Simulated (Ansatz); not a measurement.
**TiTe2: a single-point run**

The task is a single-point run on TiTe2. The structure is shown as the input types it.

Computed with Ansatz 0.2.0 (density functional or hybrid calculation with the settings of its input, plane waves (as first typed), unless a step's input says otherwise).

1 further run of the same task is left out (it didn't finish).

### Step 1. The starting structure

The structure is trigonal, space group P-3m1 (No. 164). The conventional cell has a = 3.791 Å, b = 3.791 Å, c = 6.554 Å, α = 90.00°, β = 90.00°, γ = 120.00°. Ti (site symmetry -3m) has 6 Te at 2.77 Å as nearest neighbours. Te (site symmetry 3m) has 3 Ti at 2.77 Å as nearest neighbours.

Structure file:

```xyz
3
Lattice="3.7908 0.0000 0.0000 -1.8954 3.2830 0.0000 0.0000 0.0000 6.5542" Properties=species:S:1:pos:R:3 pbc="T T T"
Ti    0.0000    0.0000    0.0000
Te    0.0000    2.1886    1.6898
Te    1.8954    1.0943    4.8644
```

### Step 2. Input and run

Contents of input.yaml:

```yaml
crystal:
  lattice:
    - [3.7908320817, 0.0, 0.0]
    - [-1.8954160408, 3.2829568842, 0.0]
    - [0.0, 0.0, 6.554162596]
  atoms:
    - { symbol: Ti, position: [0.0, 0.0, 0.0] }
    - { symbol: Te, position: [0.3333333333, 0.6666666667, 0.2578174224] }
    - { symbol: Te, position: [0.6666666667, 0.3333333333, 0.7421825776] }
kpoints:
  mp_grid: { grid: [6, 6, 4] }
hamiltonian:
  xc: pbe
scf:
  occupations: { method: fermi_dirac, width: 0.02 }
  n_extra_bands: 4
  max_iter: 53
output:
  forces: true
  stress: true
  eigenvalues: true
basis:
  ecutwfc: 80
```

Command:

```console
> ansatz run input.yaml --threads 4 --pin off --max-ram 3686MiB --backend cpu --events-out ev --progress --plain --runs-dir out
```

Q: Will this input give a usable result? If not, why, and what should change?

The run converged and reported no error, with warnings (cutoff below recommended). It gives a pressure of -131 GPa and a largest force of 11.0 eV/Å, which is large.

The suspect setting: basis.ecutwfc is 80. With so few plane waves the basis is incomplete by a wide margin. The potentials' recommended cutoff is 420 eV.

To check: delete basis.ecutwfc (the default then holds).
